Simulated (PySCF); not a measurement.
# The bond of RbBe, level by level

The task here is to estimate one member of a computed series from the others.

The runs use PySCF 2.14.0; Rb def2-SVP with ECP28, Be def2-SVP, scalar-relativistic core potentials.

The first run:

Settings of the job:

```yaml
atoms: Rb, Be
charge: 0
basis: Rb def2-SVP with ECP28, Be def2-SVP
Hamiltonian: scalar-relativistic core potentials
basis_functions: 33
electrons_treated: 13
masses_in_u: 84.9118, 9.0122
levels: PBE0, PBE, r²SCAN, r²SCANh, M06-2X, B97-3, HF, MP2, SCS-MP2, CCSD, CCSD(T)
grid: 80 radial by 434 angular points
occupations: held fixed by the projection of orbital angular momentum
dissociation_limit: Rb + Be, each in its ground configuration
starting_distance_in_angstrom: 3.020
values_of_2S_to_try: 1, 3
```

Launch:

```bash
OMP_NUM_THREADS=1 python dia.py task.json out
```

Steps of the session up to this table: Input; First curve: PBE0; Excited determinants; PBE (GGA); r²SCAN (meta-GGA); r²SCANh; M06-2X (hybrid meta-GGA); B97-3 (global hybrid GGA); ROHF; MP2 and coupled cluster.

One of the session's tables, all rows but one given; the rest of the session is left out.

It belongs to the step «The curves together». Energy (eV) from each level's lowest point:

| R (Å) | ROHF | ROHF-MP2 | ROHF-SCS-MP2 | ROHF-CCSD | ROHF-CCSD(T) |
| --- | --- | --- | --- | --- | --- |
| 3.092 | 0.406 | 0.303 | 0.322 | n/a | n/a |
| 3.236 | 0.283 | 0.201 | 0.217 | 0.204 | 0.193 |
| 3.379 | ? | ? | ? | ? | ? |
| 3.487 | 0.148 | 0.094 | 0.106 | 0.096 | 0.089 |
| 3.595 | 0.111 | 0.067 | 0.077 | 0.068 | 0.062 |
| 3.703 | 0.083 | 0.046 | 0.055 | 0.047 | 0.042 |
| 3.847 | 0.055 | 0.028 | 0.035 | 0.027 | 0.024 |
| 4.026 | 0.032 | 0.014 | 0.018 | 0.011 | 0.009 |
| 4.242 | 0.014 | 0.005 | 0.007 | 0.000 | 0.000 |
| 4.530 | 0.000 | 0.000 | 0.000 | n/a | n/a |

Q: Estimate the row for R (Å) = 3.379 from the others.

Worked estimate for «ROHF». A straight line through the neighbours (3.236, 0.283) and (3.487, 0.148) gives 0.283 + (0.148 − 0.283) × (3.379 − 3.236) / (3.487 − 3.236) = 0.206; a parabola fitted to 4 rows on both sides gives 0.195.

The run gave: ROHF: 0.196; ROHF-MP2: 0.131; ROHF-SCS-MP2: 0.145; ROHF-CCSD: 0.134; ROHF-CCSD(T): 0.125. In «ROHF» the line misses by +0.010 and the parabola by -0.001.

State 3 has its PBE0 minimum 2.08 eV higher. The other levels ran on the lowest alone.
